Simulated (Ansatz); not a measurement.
# Zr (hcp type): the cost of one run

Computed with Ansatz 0.2.0 (DFT PBE, with the methods named in each step, unless a step's input says otherwise).

2 further runs of the same task are left out: 2 that didn't finish.

**1. Starting point**

Symmetry: P6_3/mmc, No. 194, hexagonal system. Conventional cell: a = 3.231 Å, b = 3.231 Å, c = 5.172 Å, α = 90.00°, β = 90.00°, γ = 120.00°. Around Zr (site symmetry -6m2) lie 12 Zr at 3.19 to 3.23 Å.

Coordinates:

```
CELL_PARAMETERS angstrom
3.23147 0.00000 0.00000
-1.61574 2.79854 0.00000
0.00000 0.00000 5.17177
ATOMIC_POSITIONS crystal
Zr 0.33333 0.66667 0.25000
Zr 0.66667 0.33333 0.75000
```

Whether this phase is the stable one at these pressures isn't tested.

Atoms are numbered in the order of the input: Zr1, Zr2.

**2. The reference volume, LAPW**

input.yaml reads:

```yaml
crystal:
  lattice:
    - [3.2314740221, 0.0, 0.0]
    - [-1.6157370111, 2.7985385948, 0.0]
    - [0.0, 0.0, 5.1717654059]
  atoms:
    - { symbol: Zr, position: [0.3333333333, 0.6666666667, 0.25] }
    - { symbol: Zr, position: [0.6666666667, 0.3333333333, 0.75] }
kpoints:
  mp_grid: { grid: [15, 15, 8] }
  band_path:
    path:
      - [0.0, 0.0, 0.0]
      - [0.5, 0.0, 0.0]
      - [0.3333333333, 0.3333333333, 0.0]
      - [0.0, 0.0, 0.0]
      - [0.0, 0.0, 0.5]
      - [0.5, 0.0, 0.5]
      - [0.3333333333, 0.3333333333, 0.5]
      - [0.0, 0.0, 0.5]
      - [0.5, 0.0, 0.5]
    npoints: 14
scf:
  occupations: { method: fermi_dirac, width: 0.05 }
hamiltonian:
  xc: pbe
  pseudopotentials: { kind: all_electron, lapw: { basis_error: 0.001 } }
output:
  forces: true
  stress: true
  eigenvalues: true
  populations: true
  dos: { projected: true, de: 0.2, e_range: [-14, 8] }
```

Command:

```
$ ansatz run input.yaml --threads 1 --pin off --max-ram 2048MiB --backend cpu --events-out ev --progress --plain --runs-dir out
```

Q: Estimate wall time and peak memory on 1 thread of Arm Neoverse V2, shared host.

About 28 s, with a peak of 0.46 GiB.
